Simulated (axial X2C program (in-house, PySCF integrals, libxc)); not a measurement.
# All-electron X2C curves of AgH⁺

What are the state, bond length, wavenumber and bond energy of AgH⁺, and what does spin–orbit coupling change?

Method: all-electron X2C, Ag dyall-cv3z, H dyall-v3z; program: an in-house X2C program for linear molecules on PySCF integrals.

All values are calculated.

### 1 The job

Input file task.json:

```json
{"zs": [47, 1], "q": 1, "bas": ["dyall-cv3z", "dyall-v3z"], "levels": ["PBE0", "HF", "TPSS"], "cc": true, "r0": 1.6, "thr": -2.0, "nmax": 90, "npts": 10, "nst": 2, "ntry": 6}
```

Keys: zs atomic numbers; q charge; bas basis sets; levels methods (HF also brings MP2); cc coupled cluster on or off; r0 starting distance in Å; thr threshold in hartree for freezing inner shells (an s shell follows its p shell); nmax most natural virtual spinors; npts points asked for on the curve; nst determinants followed; ntry starts of the search.

Started as:

```
> python so2c.py task.json out
```

Spin-free means the one-electron spin-free X2C Hamiltonian; two-component (2c) means X2C with spin–orbit coupling and atomic mean-field two-electron Coulomb and Gaunt terms. Basis: Ag dyall-cv3z contracted to [12s12p8d5f3g], H dyall-v3z contracted to [6s2p1d]; Gaussian nuclei, density fitting. Masses: Ag 106.905 u, H 1.008 u.

Notation: σ, π±, δ± give the projection m of an orbital's angular momentum (0, ±1, ±2), α and β its spin, Λ and M_S the sums; ω is the projection of a spinor's total angular momentum and Ω the sum. Logs are in hartree.

The results follow Hamiltonian by Hamiltonian and level by level.

### 2 State search with PBE0

PBE0 moves the distance from 1.600 Å to 1.695 Å and compares determinants there.

Spin-free determinants:

```csv
ΔE (eV),state,open shells
0.00,"M_S = 1/2, Λ = 0",beyond closed shells: σα
3.70,"M_S = 1/2, Λ = 1","beyond closed shells: π+α, π+β, π-α"
3.72,"M_S = 1/2, Λ = 2","beyond closed shells: δ+α, δ+β, δ-α"
```

Two-component determinants:

| ΔE (eV) | state | open shells |
| --- | --- | --- |
| 0.00 | Ω = 1/2 | excess of +ω over −ω: ω = 1/2 |
| 3.51 | Ω = 5/2 | excess of +ω over −ω: ω = 5/2 |
| 3.52 | Ω = 3/2 | excess of +ω over −ω: ω = 3/2 |

### 3 PBE0, spin-free

State followed: M_S = 1/2, Λ = 0 (beyond closed shells: σα). The scan is laid around 1.695 Å, a first estimate of the minimum, and this SCF restarts from the orbitals of the search.

The SCF at the reference distance of 1.695 Å:

```text
spin-free X2C-1e  PBE0
basis functions 167  fitting functions 754  grid points 5069
iter        total energy     max residual
   1      -5315.374224295     2.38e-05
   2      -5315.374224297     1.72e-05
converged
one-electron -7344.24572937  Coulomb 2164.67195295  exact exchange -37.05377321  xc functional -113.42002505  nuclear repulsion 14.67335039
```

Along the bond, energies from the lowest point:

```
R (Å)  E (eV)  μ (D)  HOMO (eV)  LUMO (eV)  iterations
1.475  0.1866  -0.47     -15.56     -11.84          19
1.542  0.0722  -0.33     -15.61     -11.80          13
1.593  0.0262  -0.21     -15.64     -11.76          12
1.644  0.0044  -0.10     -15.66     -11.70          11
1.695  0.0000   0.03     -15.68     -11.63           2
1.754  0.0097   0.17     -15.69     -11.53          11
1.814  0.0293   0.30     -15.69     -11.41          10
1.890  0.0624   0.46     -15.69     -11.24          10
1.983  0.1071   0.63     -15.67     -11.01          11
2.119  0.1718   0.80     -15.63     -10.68          11
```

Dipoles are positive if H is the positive end and refer to the centre of mass.

Outer orbitals at the reference distance:

```json
{"symmetry": "σα", "occupied": "yes", "ε (eV)": "-19.78", "atomic character": "67% Ag d, 26% H s, 2% Ag s"}
{"symmetry": "σβ", "occupied": "yes", "ε (eV)": "-18.49", "atomic character": "85% Ag d, 11% H s"}
{"symmetry": "π-α", "occupied": "yes", "ε (eV)": "-18.11", "atomic character": "99% Ag d"}
{"symmetry": "π+α", "occupied": "yes", "ε (eV)": "-18.11", "atomic character": "99% Ag d"}
{"symmetry": "π+β", "occupied": "yes", "ε (eV)": "-18.01", "atomic character": "99% Ag d"}
{"symmetry": "π-β", "occupied": "yes", "ε (eV)": "-18.01", "atomic character": "99% Ag d"}
{"symmetry": "δ-α", "occupied": "yes", "ε (eV)": "-17.97", "atomic character": "100% Ag d"}
{"symmetry": "δ+α", "occupied": "yes", "ε (eV)": "-17.97", "atomic character": "100% Ag d"}
{"symmetry": "δ-β", "occupied": "yes", "ε (eV)": "-17.75", "atomic character": "100% Ag d"}
{"symmetry": "δ+β", "occupied": "yes", "ε (eV)": "-17.75", "atomic character": "100% Ag d"}
{"symmetry": "σα", "occupied": "yes", "ε (eV)": "-15.68", "atomic character": "39% H s, 31% Ag d, 22% Ag s"}
{"symmetry": "σβ", "occupied": "no", "ε (eV)": "-11.63", "atomic character": "44% Ag s, 40% H s, 12% Ag d"}
{"symmetry": "σα", "occupied": "no", "ε (eV)": "-8.78", "atomic character": "56% Ag s, 30% Ag p, 6% H s"}
{"symmetry": "σβ", "occupied": "no", "ε (eV)": "-8.02", "atomic character": "47% Ag p, 34% Ag s, 14% H s"}
{"symmetry": "π-α", "occupied": "no", "ε (eV)": "-5.86", "atomic character": "96% Ag p, 4% H p"}
```

PBE0 fields in the half plane through the axis: z from -2.4 to 3.9 Å across, distance from the axis 0.15 to 2.25 Å upwards; Ag lies at z = 0 and H at z = 1.695 Å; the ELF is damped to zero where the density is low.

log10 density (e/bohr³). Ten even steps from ' ' (-6.15 ) to '@' (1.78 ):
```
  ....::::::::----------::::::::::....      
....::::::--------------------::::::....    
....::----================--------::::....  
..::::--====++++++++++==========----::::....
::::--====++++******++++++++======----::::..
::::--==++++**######****++++++++====--::::..
::----==++**####%%####********++++==----::..
::--====++**##%%@@%%##**********++====--::::
```

ELF. Ten even steps from ' ' (0.00 ) to '@' (1.00 ):
```
                                            
                                            
                          ..::..            
              ............--**##++..        
            ..::::::....::**%%@@@@**..      
          ..--++++++--::==%%@@@@@@@@++      
          ::++##**##++::++@@@@@@@@@@##..    
        ..--##::##::**--##@@@@@@@@@@%%::    
```

Re = 1.685 Å, ωe = 1160 cm⁻¹, ωexe = 117 cm⁻¹, Be = 5.944 cm⁻¹, De = 0.648 eV, μ = 0.00 D.

### 4 HF, spin-free

Output at 1.695 Å:

```text
spin-free X2C-1e  HF
basis functions 167  fitting functions 754  grid points 5069
iter        total energy     max residual
   1      -5313.115518888     4.88e-01
   2      -5313.137266334     1.31e-02
   3      -5313.139435787     3.33e-02
   4      -5313.140455225     2.43e-02
   5      -5313.140766324     2.96e-03
   6      -5313.140854785     4.34e-03
   7      -5313.140867662     1.83e-03
   8      -5313.140869998     1.18e-04
   9      -5313.140870165     1.44e-04
  10      -5313.140870189     4.51e-05
  11      -5313.140870191     3.07e-06
  12      -5313.140870192     4.00e-06
  13      -5313.140870192     5.45e-07
converged
one-electron -7345.47848193  Coulomb 2166.03695018  exact exchange -148.37268883  xc functional 0.00000000  nuclear repulsion 14.67335039
```

No constants are quoted: the lowest point is the long end of the scan.

### 5 TPSS, spin-free

The SCF at the reference distance of 1.695 Å:

```text
spin-free X2C-1e  TPSS
basis functions 167  fitting functions 754  grid points 5069
iter        total energy     max residual
   1      -5315.498039249     1.67e-01
   2      -5315.498395761     1.35e-02
   3      -5315.499637610     5.34e-02
   4      -5315.499911482     1.26e-02
   5      -5315.499935096     7.00e-04
   6      -5315.499936011     1.02e-03
   7      -5315.499936298     8.03e-05
   8      -5315.499936324     1.31e-04
   9      -5315.499936331     1.06e-05
converged
one-electron -7343.19401664  Coulomb 2163.58027789  exact exchange 0.00000000  xc functional -150.55954797  nuclear repulsion 14.67335039
```

Re = 1.681 Å, ωe = 1269 cm⁻¹, ωexe = 68.4 cm⁻¹, Be = 5.976 cm⁻¹, De = 0.937 eV, μ = -0.10 D.

### 6 Correlated methods, spin-free

Correlated methods: 11 electrons correlated (frozen shells, counted by type: Ag 4 s, 3 p, 1 d; H none), 211 virtual spinors in MP2, 89 natural virtuals in coupled cluster.

Output of the correlated part at 1.695 Å:

```text
correlated 11  virtual 211  natural virtual 89  E(MP2) -0.388093457  MP2 remainder -0.011656073
iter   CCSD correlation   residual
   1     -0.345502974   8.42e-02
   2     -0.351280937   3.16e-02
   3     -0.352740631   1.96e-02
   4     -0.353004845   9.17e-03
   5     -0.353194248   3.30e-03
   6     -0.353205511   9.67e-04
   7     -0.353205989   3.00e-04
   8     -0.353209978   1.11e-04
   9     -0.353208313   3.97e-05
  10     -0.353209072   1.13e-05
  11     -0.353208954   3.01e-06
  12     -0.353209007   9.22e-07
  13     -0.353209006   3.95e-07
(T) -0.013293424  T1 0.0255  D1 0.0594  max T2 0.053
```

T1 in the output is the amplitude norm over the root of the electron number; divide by √2 for the Lee–Taylor value.

MP2: Re = 1.789 Å, ωe = 697 cm⁻¹, Be = 5.277 cm⁻¹, De = 0.377 eV.

CCSD: Re = 1.732 Å, ωe = 877 cm⁻¹, ωexe = 116 cm⁻¹, Be = 5.626 cm⁻¹, De = 0.412 eV. T1 at Re = 0.017 (Lee–Taylor, the printed value over √2).

CCSD(T): Re = 1.708 Å, ωe = 983 cm⁻¹, ωexe = 129 cm⁻¹, Be = 5.786 cm⁻¹, De = 0.458 eV. T1 at Re = 0.018 (Lee–Taylor, the printed value over √2).

### 7 The spin-free curves together

Energy (eV) of the followed determinant, spin-free, from each level's lowest point:

```
R (Å)   PBE0     HF    MP2   CCSD  CCSD(T)   TPSS
1.475  0.187  0.726  0.214    n/a      n/a  0.198
1.542  0.072  0.531  0.104  0.089    0.078  0.076
1.593  0.026  0.419  0.056  0.040    0.032  0.027
1.644  0.004  0.329  0.026  0.014    0.008  0.004
1.695  0.000  0.256  0.009  0.002    0.000  0.000
1.754  0.010  0.187  0.001  0.000    0.003  0.013
1.814  0.029  0.133  0.000  0.007    0.015  0.039
1.890  0.062  0.081  0.007  0.023    0.036  0.085
1.983  0.107  0.036  0.023    n/a      n/a  0.151
2.119  0.172  0.000  0.056    n/a      n/a  0.256
```

### 8 PBE0, 2c

State followed: Ω = 1/2 (excess of +ω over −ω: ω = 1/2). The scan is laid around 1.695 Å, a first estimate of the minimum, and this SCF restarts from the orbitals of the search.

The SCF at the reference distance of 1.695 Å:

```text
two-component X2C + atomic mean field  PBE0
basis functions 167  fitting functions 754  grid points 5069
iter        total energy     max residual
   1      -5313.161811413     5.24e-05
   2      -5313.161811414     2.42e-06
converged
one-electron -7338.07112490  Coulomb 2163.44822666  exact exchange -37.03141351  xc functional -113.35429364  nuclear repulsion 14.67335039  atomic mean-field constant -2.82655641
```

Along the bond, energies from the lowest point:

```
R (Å)  E (eV)  μ (D)  HOMO (eV)  LUMO (eV)  iterations
1.475  0.1863  -0.47     -15.56     -11.84          19
1.542  0.0719  -0.33     -15.60     -11.80          13
1.593  0.0260  -0.22     -15.63     -11.76          12
1.644  0.0043  -0.10     -15.65     -11.70          11
1.695  0.0000   0.02     -15.67     -11.63           2
1.754  0.0098   0.16     -15.68     -11.53          11
1.814  0.0297   0.30     -15.68     -11.41          10
1.890  0.0629   0.46     -15.68     -11.24          10
1.983  0.1079   0.63     -15.66     -11.01          11
2.119  0.1727   0.80     -15.61     -10.68          11
```

Dipoles are positive if H is the positive end and refer to the centre of mass.

Outer spinors at the reference distance:

```tsv
ω	occupied	ε (eV)	atomic character	λ mixture
1/2	yes	-19.82	68% Ag d, 26% H s, 2% Ag s	98% σ, 2% π
-1/2	yes	-18.67	89% Ag d, 8% H s	73% σ, 27% π
-3/2	yes	-18.32	100% Ag d	78% δ, 22% π
3/2	yes	-18.23	99% Ag d	52% π, 48% δ
1/2	yes	-18.12	97% Ag d	98% π, 2% σ
-1/2	yes	-18.07	94% Ag d, 4% H s	72% π, 28% σ
-3/2	yes	-17.79	99% Ag d	78% π, 22% δ
3/2	yes	-17.77	99% Ag d	52% δ, 48% π
5/2	yes	-17.76	100% Ag d	100% δ
-5/2	yes	-17.54	100% Ag d	100% δ
1/2	yes	-15.67	38% H s, 31% Ag d, 22% Ag s	100% σ
-1/2	no	-11.63	44% Ag s, 40% H s, 12% Ag d	100% σ
1/2	no	-8.78	56% Ag s, 30% Ag p, 6% H s	100% σ
-1/2	no	-8.02	47% Ag p, 34% Ag s, 14% H s	100% σ
-1/2	no	-5.93	96% Ag p, 4% H p	100% π
```

PBE0 fields in the half plane through the axis: z from -2.4 to 3.9 Å across, distance from the axis 0.15 to 2.25 Å upwards; Ag lies at z = 0 and H at z = 1.695 Å; the ELF is damped to zero where the density is low.

log10 density (e/bohr³). Ten even steps from ' ' (-6.15 ) to '@' (1.78 ):
```
  ....::::::::----------::::::::::....      
....::::::--------------------::::::....    
....::----================--------::::....  
..::::--====++++++++++==========----::::....
::::--====++++******++++++++======----::::..
::::--==++++**######****++++++++====--::::..
::----==++**####%%####********++++==----::..
::--====++**##%%@@%%##**********++====--::::
```

ELF. Ten even steps from '0' (0.00 ) to '9' (1.00 ):
```
0000000000000000000000
0000000000000000000000
0000000000000121000000
0000000111111367510000
0000001222112689961000
0000013555324899995000
0000025767525999997100
0000137272637999998200
```

Re = 1.685 Å, ωe = 1163 cm⁻¹, ωexe = 117 cm⁻¹, Be = 5.948 cm⁻¹, De = 0.649 eV, μ = 0.00 D.

### 9 HF, 2c

Output at 1.695 Å:

```text
two-component X2C + atomic mean field  HF
basis functions 167  fitting functions 754  grid points 5069
iter        total energy     max residual
   1      -5310.901758289     4.89e-01
   2      -5310.923511869     1.31e-02
   3      -5310.925684068     3.32e-02
   4      -5310.926706894     2.43e-02
   5      -5310.927020558     2.98e-03
   6      -5310.927111259     4.40e-03
   7      -5310.927124822     1.87e-03
   8      -5310.927127428     1.20e-04
   9      -5310.927127663     1.78e-04
  10      -5310.927127713     6.50e-05
  11      -5310.927127724     1.69e-05
  12      -5310.927127727     2.03e-05
  13      -5310.927127728     5.51e-06
  14      -5310.927127728     6.54e-07
converged
one-electron -7339.30102339  Coulomb 2164.81020210  exact exchange -148.28310042  xc functional 0.00000000  nuclear repulsion 14.67335039  atomic mean-field constant -2.82655641
```

No constants are quoted: the lowest point is the long end of the scan.

### 10 TPSS, 2c

Output at 1.695 Å:

```text
two-component X2C + atomic mean field  TPSS
basis functions 167  fitting functions 754  grid points 5069
iter        total energy     max residual
   1      -5313.283869867     1.67e-01
   2      -5313.284223178     1.27e-02
   3      -5313.285471418     5.31e-02
   4      -5313.285744618     1.26e-02
   5      -5313.285768313     7.00e-04
   6      -5313.285769225     1.03e-03
   7      -5313.285769521     8.20e-05
   8      -5313.285769547     1.31e-04
   9      -5313.285769554     1.05e-05
converged
one-electron -7337.01780941  Coulomb 2162.35489839  exact exchange 0.00000000  xc functional -150.46965252  nuclear repulsion 14.67335039  atomic mean-field constant -2.82655641
```

Re = 1.681 Å, ωe = 1270 cm⁻¹, ωexe = 68.6 cm⁻¹, Be = 5.977 cm⁻¹, De = 0.938 eV, μ = -0.11 D.

### 11 MP2 and beyond, 2c

Correlated methods: 11 electrons correlated (frozen shells, counted by type: Ag 4 s, 3 p, 1 d; H none), 211 virtual spinors in MP2, 90 natural virtuals in coupled cluster.

Output of the correlated part at 1.695 Å:

```text
correlated 11  virtual 211  natural virtual 90  E(MP2) -0.388002454  MP2 remainder -0.011385404
iter   CCSD correlation   residual
   1     -0.345705698   8.41e-02
   2     -0.351481283   3.16e-02
   3     -0.352940601   1.96e-02
   4     -0.353205204   9.17e-03
   5     -0.353394975   3.32e-03
   6     -0.353406446   9.94e-04
   7     -0.353407043   3.26e-04
   8     -0.353411410   1.33e-04
   9     -0.353409436   5.74e-05
  10     -0.353410380   2.47e-05
  11     -0.353410020   1.15e-05
  12     -0.353410126   4.99e-06
  13     -0.353410097   1.94e-06
  14     -0.353410137   1.02e-06
  15     -0.353410171   5.46e-07
  16     -0.353410179   2.36e-07
(T) -0.013318696  T1 0.0256  D1 0.0595  max T2 0.044
```

MP2: Re = 1.789 Å, ωe = 695 cm⁻¹, Be = 5.277 cm⁻¹, De = 0.376 eV.

CCSD: Re = 1.732 Å, ωe = 878 cm⁻¹, ωexe = 117 cm⁻¹, Be = 5.628 cm⁻¹, De = 0.411 eV. T1 at Re = 0.017 (Lee–Taylor, the printed value over √2).

CCSD(T): Re = 1.708 Å, ωe = 985 cm⁻¹, ωexe = 130 cm⁻¹, Be = 5.788 cm⁻¹, De = 0.458 eV. T1 at Re = 0.018 (Lee–Taylor, the printed value over √2).

### 12 The 2c curves together

Energy (eV) of the followed determinant, 2c, from each level's lowest point:

```
R (Å)   PBE0     HF    MP2   CCSD  CCSD(T)   TPSS
1.475  0.186  0.725  0.214    n/a      n/a  0.199
1.542  0.072  0.530  0.104  0.088    0.078  0.076
1.593  0.026  0.419  0.056  0.040    0.032  0.027
1.644  0.004  0.329  0.026  0.013    0.008  0.004
1.695  0.000  0.255  0.009  0.001    0.000  0.000
1.754  0.010  0.187  0.001  0.000    0.003  0.013
1.814  0.030  0.133  0.000  0.007    0.015  0.039
1.890  0.063  0.081  0.007  0.023    0.036  0.085
1.983  0.108  0.036  0.023    n/a      n/a  0.152
2.119  0.173  0.000  0.055    n/a      n/a  0.256
```

Time for the job: 1.8 min (1 thread of Arm Neoverse V1, shared host); peak memory 0.66 GiB.

### 13 What came out

Lowest determinant that the search found at its distance, spin-free: M_S = 1/2, Λ = 0 (beyond closed shells: σα).

Lowest determinant that the search found at its distance, 2c: Ω = 1/2 (excess of +ω over −ω: ω = 1/2).

```csv
Hamiltonian,level,Re (Å),ωe (cm⁻¹),De (eV),μ (D)
spin-free,PBE0,1.685,1160,0.648,0.00
spin-free,MP2,1.789,697,0.377,n/a
spin-free,CCSD,1.732,877,0.412,n/a
spin-free,CCSD(T),1.708,983,0.458,n/a
spin-free,TPSS,1.681,1269,0.937,-0.10
2c,PBE0,1.685,1163,0.649,0.00
2c,MP2,1.789,695,0.376,n/a
2c,CCSD,1.732,878,0.411,n/a
2c,CCSD(T),1.708,985,0.458,n/a
2c,TPSS,1.681,1270,0.938,-0.11
```

Dipoles are positive if H is the positive end and refer to the centre of mass. No constants: spin-free HF (the lowest point is the long end of the scan); 2c HF (the lowest point is the long end of the scan).

Time per point (s) on 1 thread of Arm Neoverse V1, shared host (2c runs; CCSD comes with the CCSD(T) run); the times are rough: PBE0 0.48, MP2 0.47, CCSD(T) 4.3, TPSS 0.6.

In words: At CCSD(T), going from spin-free to two-component changes Re by 0 mÅ, ωe by +0.1 %; the spin-free picture holds up (part of it comes from the scalar share of the two-electron terms). De moves by 0.00 eV; both De rest on single-determinant atoms, which can miss part of an open shell's spin–orbit lowering.

De refers to Ag+ + H, each in the lowest determinant found, which need not be this curve's own limit. Each curve is one determinant whose occupation by symmetry is held fixed; it was picked as the lowest of a PBE0 search that is not exhaustive. Dissociation energies refer to the lowest single-determinant-based atoms at the same level and basis. Density functionals use the spin component along the axis (collinear). CCSD and (T) use frozen natural virtuals with an MP2 correction for the truncation. The meta-GGAs lack a current-density term, which matters for open shells with orbital currents, atoms included.
